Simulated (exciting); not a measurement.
# Nb2Pd (Fmmm) in exciting: reference runs

How does Nb2Pd come out in PBEsol? The cell is run as given.

Everything below comes from runs of exciting (release sodium). Logs are shortened: lines on timing, memory, paths and dates and some standing lists are left out, and cuts for length are marked.

## 1. The crystal as given

Symmetry: Fmmm, No. 69, orthorhombic system. Conventional cell: a = 3.636 Å, b = 4.291 Å, c = 13.076 Å, α = 90.00°, β = 90.00°, γ = 90.00°. Pd (site symmetry mmm) is surrounded by 8 Nb at 2.79 to 3.02 Å and 4 Pd at 2.81 Å. Nb (site symmetry mm2) is surrounded by 4 Pd at 2.79 to 3.02 Å and 8 Nb at 2.81 to 3.14 Å.

The cell comes from a database or a generator and needn't be the stable form of this composition.

## 2. Single point, PBEsol

Contents of input.xml:

```xml
<input>
  <title>Nb2Pd</title>
  <structure speciespath="./" tshift="false">
    <crystal scale="1">
      <basevect>0.000000000000 4.054192963524 12.354884620302</basevect>
      <basevect>3.435787790063 0.000000000000 12.354884620302</basevect>
      <basevect>3.435787790063 4.054192963524 0.000000000000</basevect>
    </crystal>
    <species speciesfile="Pd.xml" rmt="2.3">
      <atom coord="0.000000000000 0.000000000000 0.000000000000"/>
    </species>
    <species speciesfile="Nb.xml" rmt="2.3">
      <atom coord="0.662326580000 0.662326580000 0.337673420000"/>
      <atom coord="0.337673420000 0.337673420000 0.662326580000"/>
    </species>
  </structure>
  <groundstate do="fromscratch" ngridk="10 10 10" rgkmax="9" gmaxvr="14" lmaxapw="10" lmaxmat="10" lmaxvr="8" xctype="GGA_PBE_SOL" stype="Fermi Dirac" swidth="0.00183747" nempty="24" ValenceRelativity="iora*" epsengy="1e-05" epspot="1e-05" maxscl="60" tforce="true" outputlevel="normal"/>
  <properties>
    <chargedensityplot>
      <plot3d>
        <box grid="35 34 15">
          <origin coord="0 0 0"/>
          <point coord="1 0 0"/>
          <point coord="0 1 0"/>
          <point coord="0 0 1"/>
        </box>
      </plot3d>
    </chargedensityplot>
    <elfplot>
      <plot3d>
        <box grid="35 34 15">
          <origin coord="0 0 0"/>
          <point coord="1 0 0"/>
          <point coord="0 1 0"/>
          <point coord="0 0 1"/>
        </box>
      </plot3d>
    </elfplot>
    <exccplot>
      <plot3d>
        <box grid="35 34 15">
          <origin coord="0 0 0"/>
          <point coord="1 0 0"/>
          <point coord="0 1 0"/>
          <point coord="0 0 1"/>
        </box>
      </plot3d>
    </exccplot>
  </properties>
</input>
```

Potentials or basis: all-electron LAPW+lo, shipped species files, valence relativity iora*.

Command:

```bash
> OMP_NUM_THREADS=1 exciting_smp
```

INFO.OUT:

```text
================================================================================
EXCITING SODIUM started
[... 10 lines left out ...]

 Lattice vectors (cartesian) :
      0.0000000000      4.0541929635     12.3548846203
      3.4357877901      0.0000000000     12.3548846203
      3.4357877901      4.0541929635      0.0000000000

 Reciprocal lattice vectors (cartesian) :
     -0.9143733099      0.7748996365      0.2542794004
      0.9143733099     -0.7748996365      0.2542794004
      0.9143733099      0.7748996365     -0.2542794004

 Unit cell volume                           :     344.1909422003
 Brillouin zone volume                      :       0.7206761801

 Species :    1 (Pd)
     parameters loaded from                 :    Pd.xml
     name                                   :    palladium
     nuclear charge                         :     -46.00000000
     electronic charge                      :      46.00000000
     atomic mass                            :  193991.79260000
     muffin-tin radius                      :       2.30000000
     # of radial points in muffin-tin       :     350

     atomic positions (lattice) :
       1 :   0.00000000  0.00000000  0.00000000

 Species :    2 (Nb)
     parameters loaded from                 :    Nb.xml
     name                                   :    niobium
     nuclear charge                         :     -41.00000000
     electronic charge                      :      41.00000000
     atomic mass                            :  169357.97030000
     muffin-tin radius                      :       2.30000000
     # of radial points in muffin-tin       :     400

     atomic positions (lattice) :
       1 :   0.66232658  0.66232658  0.33767342
       2 :   0.33767342  0.33767342  0.66232658

 Total number of atoms per unit cell        :       3

 Spin treatment                             :    spin-unpolarised

 Number of Bravais lattice symmetries       :       8
 Number of crystal symmetries               :       8

 k-point grid                               :      10   10   10
 Total number of k-points                   :     171
 k-point set is reduced with crystal symmetries

 R^MT_min * |G+k|_max (rgkmax)              :       9.00000000
 Species with R^MT_min                      :       1 (Pd)
 Maximum |G+k| for APW functions            :       3.91304348
 Maximum |G| for potential and density      :      14.00000000

 G-vector grid sizes                        :      60    60    24
 Total number of G-vectors                  :   15907

 Maximum angular momentum used for
     APW functions                          :      10
     computing H and O matrix elements      :      10
     potential and density                  :       8
     inner part of muffin-tin               :       2

 Total nuclear charge                       :    -128.00000000
 Total electronic charge                    :     128.00000000
 Total core charge                          :      84.00000000
 Total valence charge                       :      44.00000000

 Number of empty states                     :      24
 Total number of valence states             :      47

 Maximum Hamiltonian size                   :     397
 Maximum number of plane-waves              :     358
 Total number of local-orbitals             :      39

 Exchange-correlation type                  :      22
     PBEsol, Phys. Rev. Lett. 100, 136406 (2008)
     Generalised gradient approximation (GGA)

 Smearing scheme                            :    Fermi-Dirac
 Smearing width                             :       0.00183747

 Using multisecant Broyden potential mixing
[... 6 lines left out ...]
* Groundstate module started                                                   *
********************************************************************************
 Output level for this task is set to normal

++++++++++++++++++++++++++++++++++++++++++++++++++++++++++++++++++++++++++++++++
[... 5 lines left out ...]
+ SCF iteration number :    1                                                  +
++++++++++++++++++++++++++++++++++++++++++++++++++++++++++++++++++++++++++++++++
 Total energy                               :    -12624.04484865
 _______________________________________________________________
 Fermi energy                               :         0.46825743
 Kinetic energy                             :     13204.06143307
 Coulomb energy                             :    -25454.07697921
 Exchange energy                            :      -366.43143114
 Correlation energy                         :        -7.59787137

 DOS at Fermi energy (states/Ha/cell)       :       111.58186630

 Electron charges :
     core                                   :        84.00000000
     core leakage                           :         0.00001919
     valence                                :        44.00000000
     interstitial                           :         8.25578178
     charge in muffin-tin spheres :
                  atom     1    Pd          :        41.90479784
                  atom     2    Nb          :        38.91971019
                  atom     3    Nb          :        38.91971019
     total charge in muffin-tins            :       119.74421822
     total charge                           :       128.00000000

++++++++++++++++++++++++++++++++++++++++++++++++++++++++++++++++++++++++++++++++
+ SCF iteration number :    2                                                  +
++++++++++++++++++++++++++++++++++++++++++++++++++++++++++++++++++++++++++++++++
 Total energy                               :    -12713.07053039
 _______________________________________________________________
 Fermi energy                               :         0.48272834
 Kinetic energy                             :     13147.25869506
 Coulomb energy                             :    -25483.95376196
 Exchange energy                            :      -368.75785321
 Correlation energy                         :        -7.61761029

 DOS at Fermi energy (states/Ha/cell)       :        34.36773571

 Electron charges :
     core                                   :        84.00000000
     core leakage                           :         0.00001922
     valence                                :        44.00000000
     interstitial                           :         6.74992078
     charge in muffin-tin spheres :
                  atom     1    Pd          :        46.14126864
                  atom     2    Nb          :        37.55440529
                  atom     3    Nb          :        37.55440529
     total charge in muffin-tins            :       121.25007922
     total charge                           :       128.00000000
[... 486 lines left out ...]
++++++++++++++++++++++++++++++++++++++++++++++++++++++++++++++++++++++++++++++++
+ SCF iteration number :   19                                                  +
++++++++++++++++++++++++++++++++++++++++++++++++++++++++++++++++++++++++++++++++
 Total energy                               :    -12681.41196563
 _______________________________________________________________
 Fermi energy                               :         0.42555570
 Kinetic energy                             :     13170.39477472
 Coulomb energy                             :    -25476.17670569
 Exchange energy                            :      -368.02554516
 Correlation energy                         :        -7.60448950

 DOS at Fermi energy (states/Ha/cell)       :        53.40127892

 Electron charges :
     core                                   :        84.00000000
     core leakage                           :         0.00001817
     valence                                :        44.00000000
     interstitial                           :         6.91282344
     charge in muffin-tin spheres :
                  atom     1    Pd          :        44.31692975
                  atom     2    Nb          :        38.38512341
                  atom     3    Nb          :        38.38512341
     total charge in muffin-tins            :       121.08717656
     total charge                           :       128.00000000

 RMS change in effective potential (target) :  0.838309E-08  ( 0.100000E-04)
 Absolute change in total energy   (target) :  0.580270E-06  ( 0.100000E-04)
 Charge distance                   (target) :  0.171440E-08  ( 0.100000E-04)
 Abs. change in max-nonIBS-force   (target) :  0.138038E-06  ( 0.500000E-04)

++++++++++++++++++++++++++++++++++++++++++++++++++++++++++++++++++++++++++++++++
| Convergency criteria checked for the last 2 iterations                       +
| Convergence targets achieved. Performing final SCF iteration                 +
++++++++++++++++++++++++++++++++++++++++++++++++++++++++++++++++++++++++++++++++
 Total energy                               :    -12681.41196449
 _______________________________________________________________
 Fermi energy                               :         0.42555570
 Kinetic energy                             :     13170.39477469
 Coulomb energy                             :    -25476.17670457
 Exchange energy                            :      -368.02554511
 Correlation energy                         :        -7.60448950

 DOS at Fermi energy (states/Ha/cell)       :        53.40128045

 Electron charges :
     core                                   :        84.00000000
     core leakage                           :         0.00001817
     valence                                :        44.00000000
     interstitial                           :         6.91282342
     charge in muffin-tin spheres :
                  atom     1    Pd          :        44.31692975
                  atom     2    Nb          :        38.38512342
                  atom     3    Nb          :        38.38512342
     total charge in muffin-tins            :       121.08717658
     total charge                           :       128.00000000

++++++++++++++++++++++++++++++++++++++++++++++++++++++++++++++++++++++++++++++++
+ Self-consistent loop stopped                                                 +
++++++++++++++++++++++++++++++++++++++++++++++++++++++++++++++++++++++++++++++++
 STATE.OUT is written

--------------------------------------------------------------------------------
- Writing atomic positions and forces                                          -
--------------------------------------------------------------------------------

 Atomic positions (lattice) :
 atom     1  Pd  :     0.00000000    0.00000000    0.00000000
 atom     2  Nb  :     0.66232658    0.66232658    0.33767342
 atom     3  Nb  :     0.33767342    0.33767342    0.66232658

 Total atomic forces including IBS (cartesian) :
 atom     1  Pd  :     0.00000000    0.00000000    0.00000000
 atom     2  Nb  :     0.00000000    0.00000000   -0.00081441
 atom     3  Nb  :    -0.00000000   -0.00000000    0.00081441

 Atomic force components including IBS (cartesian) :
 atom     1  Pd  :     0.00000000   -0.00000000    0.00000000   HF force
                 :    -0.00000000    0.00000000    0.00000000   core correction
                 :     0.00000000    0.00000000    0.00000000   IBS correction
 atom     2  Nb  :     0.00000000    0.00000000   -0.43371794   HF force
                 :    -0.00000000   -0.00000000    0.40233327   core correction
                 :    -0.00000000    0.00000000    0.03057027   IBS correction
 atom     3  Nb  :    -0.00000000   -0.00000000    0.43371794   HF force
                 :     0.00000000    0.00000000   -0.40233327   core correction
                 :     0.00000000    0.00000000   -0.03057027   IBS correction

********************************************************************************
* Groundstate module stopped                                                   *
********************************************************************************

--------------------------------------------------------------------------------
- CAUTION! Warnings have been written in file WARNING.OUT !                    -
--------------------------------------------------------------------------------
================================================================================
| EXCITING SODIUM stopped                                                      =
================================================================================
```

Run time: 11 min. Hardware: 1 thread of AMD EPYC 7R13 (Zen 3), shared host; peak memory 0.18 GiB.

Results:

```
Free energy                                       : -345078.8153 eV
Largest force                                     : 0.042 eV/Å
Band gap on the k mesh                            : none (metal or under the smearing width)
All electrons inside the program's atomic spheres : Pd 44.32; Nb 38.39 (radii Pd 2.3, Nb 2.3 bohr)
```

Forces in eV/Å, atoms in the order of the input:
```
Pd   0.000  0.000  0.000
Nb   0.000  0.000 -0.042
Nb   0.000  0.000  0.042
```

Caveat: the log's total energy holds no entropy term; the free energy is that total less TS from the occupations.
